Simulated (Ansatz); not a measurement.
# ScF3, space group Pm-3m: a convergence test of the plane-wave cutoff

With Ansatz 0.2.0 through its Python package.

Notebook, run cell by cell (the value of a cell's last expression is shown):

**Cell 1**
```python
import ansatz as az
import numpy as np
from tabulate import tabulate
```

**Cell 2**
```python
XC = "LDA"
KMESH = (4, 4, 4)

vectors = np.array([
    [4.0125, 0.0, 0.0],
    [0.0, 4.0125, 0.0],
    [0.0, 0.0, 4.0125],
])
xtal = (
    az.Lattice.of(vectors)
    .atom("Sc", [0.0, 0.0, 0.0])
    .atom("F", [0.5, 0.0, 0.0])
    .atom("F", [0.0, 0.5, 0.0])
    .atom("F", [0.0, 0.0, 0.5])
)
```

**Cell 3**
```python
model = xtal.calculation()
model = model.functional(XC).occupations(az.OccupationsMethod.FIXED)
model = model.kpoints(mesh=KMESH).band_table()
```

**Cell 4**
```python
rows = []
for value in [250, 350, 450, 550, 650]:
    data = model.basis(value).run(threads=1, backend="cpu").report
    rows.append((value, data["free_energy_ev"] / len(data["lattice"]["sites"]), data["n_iterations"], data["gap_by_band_count_ev"], data["n_pw"]))
```
Output:
```text
DeckWarning: basis.ecutwfc = 250 eV is below the records' recommended 420 eV, and the density's cutoff is lower with it unless basis.ecutrho_ratio is high enough to keep the records' density cutoff: compare with a run at a higher cutoff
DeckWarning: basis.ecutwfc = 350 eV is below the records' recommended 420 eV, and the density's cutoff is lower with it unless basis.ecutrho_ratio is high enough to keep the records' density cutoff: compare with a run at a higher cutoff
```

**Cell 5**
```python
print(tabulate(rows, headers=["cutoff (eV)", "F/atom (eV)", "iterations", "gap by band count (eV)", "plane waves"], floatfmt=".4f", tablefmt="grid"))
```
Output:
```text
+---------------+---------------+--------------+--------------------------+---------------+
|   cutoff (eV) |   F/atom (eV) |   iterations |   gap by band count (eV) |   plane waves |
+===============+===============+==============+==========================+===============+
|           250 |    -1117.1180 |            7 |                   6.3329 |           587 |
+---------------+---------------+--------------+--------------------------+---------------+
|           350 |    -1119.3467 |            7 |                   6.2155 |           949 |
+---------------+---------------+--------------+--------------------------+---------------+
|           450 |    -1119.4505 |            7 |                   6.2106 |          1365 |
+---------------+---------------+--------------+--------------------------+---------------+
|           550 |    -1119.4515 |            6 |                   6.2105 |          1863 |
+---------------+---------------+--------------+--------------------------+---------------+
|           650 |    -1119.4517 |            6 |                   6.2105 |          2469 |
+---------------+---------------+--------------+--------------------------+---------------+
```

**Cell 6**
```python
# the last row is the reference
for row in rows[:-1]:
    shift = 1000 * (row[1] - rows[-1][1])
    print(f"{row[0]}: {shift:+.2f} meV/atom" + ("  (within 2 meV)" if abs(shift) < 2 else ""))
```
Output:
```text
250: +2333.74 meV/atom
350: +105.03 meV/atom
450: +1.28 meV/atom  (within 2 meV)
550: +0.20 meV/atom  (within 2 meV)
```

From 450 eV on it stays within 2 meV an atom of the value at 650 eV; the first row (250 eV) is off by 2333.7 meV and the last but one by 0.20 meV. The energy falls steadily, as expected when plane waves are added.

Caveats:
- No spin polarisation was allowed.
- Semilocal gaps usually lie well under measured ones.
- The structure is a deposited one; some such entries were measured under pressure or heat, so a shift against it needn't be the functional's error alone.
- Gaps and levels are Kohn-Sham values on a finite set of k-points.
- Warnings are shown shortened and without file and line.
- Shifts are counted from the last row, which is itself no proven limit.
- Wall time of the script: 2.8 s on 1 thread of AMD EPYC 9R14 (Zen 4), on a shared host, peak memory 0.42 GiB.

(Lines on the test bed's own set-up are left out of the output.)
